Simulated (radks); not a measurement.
# Xe³⁺ in [Kr] 4d10 5s2 5p2 6s1: an all-electron calculation

Aim: the levels, the sizes of the orbitals and the parts of the energy of the xenon ion Xe3+.

Program: radks (a radial shooting solver on a logarithmic mesh, Libxc functionals) version 1. Level of theory: Dirac Kohn-Sham, LDA (Slater exchange, VWN5 correlation), spin-unpolarised, spherical densities, finite nucleus; open shells fill j = l - 1/2 first. These are calculated values, not measurements, unless marked.

## Step 1: Starting point

- element: xenon (Z = 54)
- charge: +3
- electrons: 51
- configuration: [Kr] 4d10 5s2 5p2 6s1
- nuclear rms radius: 4.7859 fm

## Step 2: The calculation

The run's settings:

```text
Z 54
configuration [Kr] 4d10 5s2 5p2 6s1
relativity Dirac
functional lda,vwn5
spin unpolarised
j_filling energy
nucleus finite rms 4.7859 fm
c 137.035999084
```

Started as:

```console
python run_ks.py task.json out
```

The same process makes all the runs of this session.

**Question.** What will this run give?

**Answer**, as computed:

```
                        quantity                   value
                    total energy     -7441.00673 hartree
exchange-correlation share of it                  2.42 %
                            −T/E                  1.0621
          highest occupied level       6s1/2, -20.408 eV
    most extended occupied level  6s1/2, <r> = 3.67 bohr
 radius at density 0.001 e/bohr³               4.53 bohr
    maxima of the radial density                       4
```

6 principal shells are occupied and 4 maxima appear in the radial density; where shells overlap, one shows as a shoulder or not at all. −T/E is 1.062: with relativity the kinetic term as defined here no longer equals −E. This is not the tabulated ground configuration, so its levels and sizes aren't those of the ground state, and no measured value stands beside it.
